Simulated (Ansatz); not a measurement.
The system is NiMoIrPdW.

```xyz
5
Lattice="2.7608 0.0000 0.0000 -1.3804 2.3909 0.0000 0.0000 0.0000 11.3405" Properties=species:S:1:pos:R:3 pbc="T T T"
Ni    0.0000    0.0000    8.0423
Mo    1.3804    0.7970    3.3369
Pd    1.3804    0.7970   10.1952
Ir    0.0000    0.0000    1.2025
W     1.3804    0.7970    6.0015
```

The cell was built by a generator and needn't be a form met in nature.

Base run:

* Program: Ansatz 0.2.0
* Functional: RPBE
* Potentials or basis: Ansatz PAW
* Cutoff: 420 eV
* Density cutoff: 1680 eV
* k mesh: 11 × 11 × 3
* Occupations: fermi-dirac, width 0.05 eV
* Spin: collinear spin, ferromagnetic start
* Starting moments: [1.0, 1.0, 0.0, 0.6, 0.0] μB

Its results: band gap on the k mesh none (metal or under the smearing width); pressure 3.8 GPa; net moment 0.00 μB per cell; largest force 0.346 eV/Å.

The run is repeated on the same cell with these changes: functional from RPBE to r2SCAN; cutoff from 420 eV to 500 eV; density cutoff from 1680 eV to 2000 eV. What comes out?

Band gap on the k mesh none (metal or under the smearing width); pressure -4.7 GPa; net moment 0.62 μB per cell; site moments Ni +0.53; Mo +0.01; Pd +0.03; Ir +0.01; W +0.05 μB; largest force 0.299 eV/Å.

Caveats: the PAW data sets come from PBE, with cores solved anew for the run's functional, which leaves a small shift of forces and pressure; the potentials were made for another functional, which shifts forces and pressure (some runs); the magnetic or orbital state may not be the lowest (some runs).

Not every run made on this cell is shown here.
